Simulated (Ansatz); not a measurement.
# AgB2 (P6/mmm): zero-pressure volume and bulk modulus with PBE + D3(BJ)-ATM

The task here is to estimate one member of a computed series from the others.

Program: Ansatz 0.2.0. Level of theory: DFT PBE + D3(BJ)-ATM, scalar-relativistic, plane waves, PAW. These are calculated values, not measurements.

1 further run of the same task is left out (set aside as unsound or not needed). Runs told in other sessions of the task aren't counted.

## The system as given

It takes space group P6/mmm (No. 191, hexagonal). The conventional cell has a = 2.844 Å, b = 2.844 Å, c = 3.605 Å, α = 90.00°, β = 90.00°, γ = 120.00°. Around Ag (site symmetry 6/mmm) lie 12 B at 2.44 Å. B (site symmetry -6m2) is surrounded by 3 B at 1.64 Å and 6 Ag at 2.44 Å.

As a file:

```
Ag B
1.0
     2.84426    0.00000    0.00000
    -1.42213    2.46320    0.00000
     0.00000    0.00000    3.60454
Ag B
1 2
Direct
  0.00000 0.00000 0.00000
  0.33333 0.66667 0.50000
  0.66667 0.33333 0.50000
```

At PBE, an earlier run found 58.68 GPa for this cell of 8.418 Å³/atom (10×10×8 mesh), metallic. The cell is compressed at this level.

Set-up of the first run:

input.yaml

```yaml
crystal:
  lattice:
    - [2.8442575057, 0.0, 0.0]
    - [-1.4221287528, 2.4631992548, 0.0]
    - [0.0, 0.0, 3.6045386006]
  atoms:
    - { symbol: Ag, position: [0.0, 0.0, 0.0] }
    - { symbol: B, position: [0.3333333333, 0.6666666667, 0.5] }
    - { symbol: B, position: [0.6666666667, 0.3333333333, 0.5] }
basis:
  ecutwfc: 420
  ecutrho_ratio: 4
kpoints:
  mp_grid: { grid: [10, 10, 8] }
hamiltonian:
  xc: pbe
  dispersion: d3bjatm
scf:
  occupations: { method: gaussian, width: 0.05 }
output:
  forces: true
  stress: true
  eigenvalues: true
relax:
  f_tol: 0.02
  max_steps: 40
  cell: { stress_tol: 0.2, fix: [volume] }
```

Command:

```sh
> ansatz run input.yaml --threads 4 --pin off --max-ram 8192MiB --backend cpu --events-out ev --progress --plain --runs-dir out
```

Among the steps run: At the given cell; Stepping to 9.428 Å³/atom; Stepping to 10.456 Å³/atom; Stepping to 10.433 Å³/atom; Volume × 0.98 of the new zero; Volume × 1.02 of the new zero; Volume × 0.96 of the new zero; Volume × 1.04 of the new zero.

One table of the session follows, with a row left open; its other results are not shown here.

It belongs to the step «Energy and pressure against volume». 

| volume (Å³/atom) | energy (meV/atom) | pressure (GPa) |
| --- | --- | --- |
| 10.016 | 8.34 | 6.58 |
| 10.224 | 2.06 | 3.11 |
| 10.433 | 0.00 | 0.00 |
| 10.642 | ? | ? |
| 10.850 | 7.14 | -5.37 |

Q: Estimate the row for volume (Å³/atom) = 10.642 from the others.

Worked estimate for «energy (meV/atom)». A straight line through the neighbours (10.433, 0.00) and (10.850, 7.14) gives 0.00 + (7.14 − 0.00) × (10.642 − 10.433) / (10.850 − 10.433) = 3.58; a parabola fitted to 3 rows on both sides gives 1.71.

As computed: energy (meV/atom): 1.82; pressure (GPa): -2.83. In «energy (meV/atom)» the line misses by +1.76 and the parabola by -0.11.
